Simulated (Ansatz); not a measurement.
# CH8BN (SMILES [BH3-][NH2+]C): HF/cc-pVDZ

What is the electronic atomisation energy of CH8BN at HF/cc-pVDZ? 

The results are computed with Ansatz 0.2.0.

64 further runs of the same task are left out: 2 that didn't finish, 62 set aside as unsound or not needed.

### 1 The structure to begin with

CH8BN has 11 atoms, charge 0, and is taken as a singlet. As SMILES, `[BH3-][NH2+]C`. Geometry: relaxed at PBE0-D4/def2-TZVP.

Bond lengths: B1–N2 1.626 Å, N2–C3 1.469 Å, B1–H4 1.214 Å, B1–H5 1.214 Å, B1–H6 1.214 Å, N2–H7 1.016 Å, N2–H8 1.016 Å, C3–H9 1.089 Å, C3–H10 1.089 Å, C3–H11 1.092 Å. Some angles: B1–N2–C3 114.0°, B1–N2–H7 108.2°, B1–N2–H8 108.2°, C3–N2–H7 109.9°, C3–N2–H8 109.9°, N2–B1–H4 105.5°, N2–B1–H5 105.4°, N2–B1–H6 105.4°, N2–C3–H9 108.2°, N2–C3–H10 108.2°.

### 2 A single-point energy at HF/cc-pVDZ

Input file run.yaml:

```yaml
crystal:
  periodic: [false, false, false]
  atoms:
    - {symbol: B, position_ang: [-0.828400, 1.032000, -0.205100]}
    - {symbol: N, position_ang: [-0.349500, -0.497500, 0.070800]}
    - {symbol: C, position_ang: [1.107800, -0.661100, 0.155200]}
    - {symbol: H, position_ang: [-2.040900, 0.991000, -0.245400]}
    - {symbol: H, position_ang: [-0.325100, 1.341700, -1.265700]}
    - {symbol: H, position_ang: [-0.402900, 1.677500, 0.731200]}
    - {symbol: H, position_ang: [-0.783500, -0.815200, 0.932300]}
    - {symbol: H, position_ang: [-0.721000, -1.084700, -0.669900]}
    - {symbol: H, position_ang: [1.475700, -0.024100, 0.957600]}
    - {symbol: H, position_ang: [1.543500, -0.317100, -0.781300]}
    - {symbol: H, position_ang: [1.389800, -1.699400, 0.341100]}
basis:
  gaussian:
    orbitals: cc-pVDZ
hamiltonian:
  xc: hf
output:
  orbitals: {seedname: orbitals}
accuracy: high
```

Command:

```sh
$ ansatz run run.yaml --threads 1 --pin off --max-ram 3480MiB --events-out events.jsonl --progress --plain --runs-dir runs
```

What it wrote:

```text
Warning: RAYON_NUM_THREADS=1 ignored (pool sized by the plan → 1); use --threads N
Functional definition: HF
  name "HF"
  exchange = exact_x
  correlation = 0
2051 factors; integrals over basis functions are off by at most 3.4e-9 eV
mean field evaluation 1: about -3308.4600 eV, gradient 2.5e1 eV
mean field evaluation 2: about -3308.4612 eV, gradient 2.5e1 eV
mean field evaluation 4: about -3310.3600 eV, gradient 2.5e0 eV
mean field evaluation 8: about -3310.3790 eV, gradient 6.2e-5 eV
mean field -3310.37898080 eV, -121.6541836890 hartree, gradient 2.3e-8 eV, S^2 0.000000; 0 other end points of the search recorded, 0 dependent functions left out
reference -3310.37898080 eV, -121.6541836890 hartree; 13, 13 occupied and 69, 69 virtual orbitals, 2051 factors
Total energy: -3310.37898080 eV, -121.6541836890 hartree
```

It took 2 s on 1 thread of Arm Neoverse V2, shared host; peak memory 0.2 GiB.

### 3 The B atom, same level

Input file run.yaml:

```yaml
crystal:
  periodic: [false, false, false]
  atoms:
    - {symbol: B, position_ang: [0.000000, 0.000000, 0.000000]}
basis:
  gaussian:
    orbitals: cc-pVDZ
magnetization:
  spin_polarized: true
  initial_magnetization: 1
hamiltonian:
  xc: hf
accuracy: high
```

Run the same way, it converges to -24.52996 Eh (log not shown).

### 4 The C atom, same level

Input file in.yaml:

```yaml
crystal:
  periodic: [false, false, false]
  atoms:
    - symbol: C
      position_ang: [0.000000, 0.000000, 0.000000]
basis:
  gaussian:
    orbitals: cc-pVDZ
magnetization:
  spin_polarized: true
  initial_magnetization: 2
hamiltonian:
  xc: hf
accuracy: high
```

Run the same way, it converges to -37.68654 Eh (log not shown).

### 5 The H atom at the same level

Input file job.yaml:

```yaml
basis:
  gaussian:
    orbitals: cc-pVDZ
crystal:
  periodic: [false, false, false]
  atoms:
    - {symbol: H, position_ang: [0.000000, 0.000000, 0.000000]}
magnetization:
  spin_polarized: true
  initial_magnetization: 1
hamiltonian:
  xc: hf
accuracy: high
```

Run the same way, it converges to -0.49928 Eh (log not shown).

### 6 The N atom

Input file input.yaml:

```yaml
crystal:
  periodic: [false, false, false]
  atoms:
    - {symbol: N, position_ang: [0.000000, 0.000000, 0.000000]}
basis:
  gaussian: {orbitals: cc-pVDZ}
magnetization: {spin_polarized: true, initial_magnetization: 3}
hamiltonian: {xc: hf}
accuracy: high
```

Run the same way, it converges to -54.39111 Eh (log not shown).

### 7 Summary of results

At HF/cc-pVDZ:

| quantity | value |
| --- | --- |
| molecule: total energy | -121.65418 Eh |
| molecule: HOMO energy | -11.03 eV |
| molecule: LUMO energy | 3.96 eV |
| molecule: HOMO–LUMO gap | 14.99 eV |
| B atom: total energy | -24.52996 Eh |
| B atom: ⟨S²⟩ | 0.757 |
| C atom: total energy | -37.68654 Eh |
| C atom: ⟨S²⟩ | 2.006 |
| H atom: total energy | -0.49928 Eh |
| H atom: ⟨S²⟩ | 0.750 |
| N atom: total energy | -54.39111 Eh |
| N atom: ⟨S²⟩ | 3.754 |
| electronic atomisation energy | 28.636 eV |

What this shows: Taking the molecule apart into free atoms costs 28.64 eV (660 kcal/mol), before zero-point energy and without spin-orbit coupling. Hartree–Fock lacks the correlation of the bonding pairs, which as a rule makes this value much too low; in minimal bases other errors can mask that.
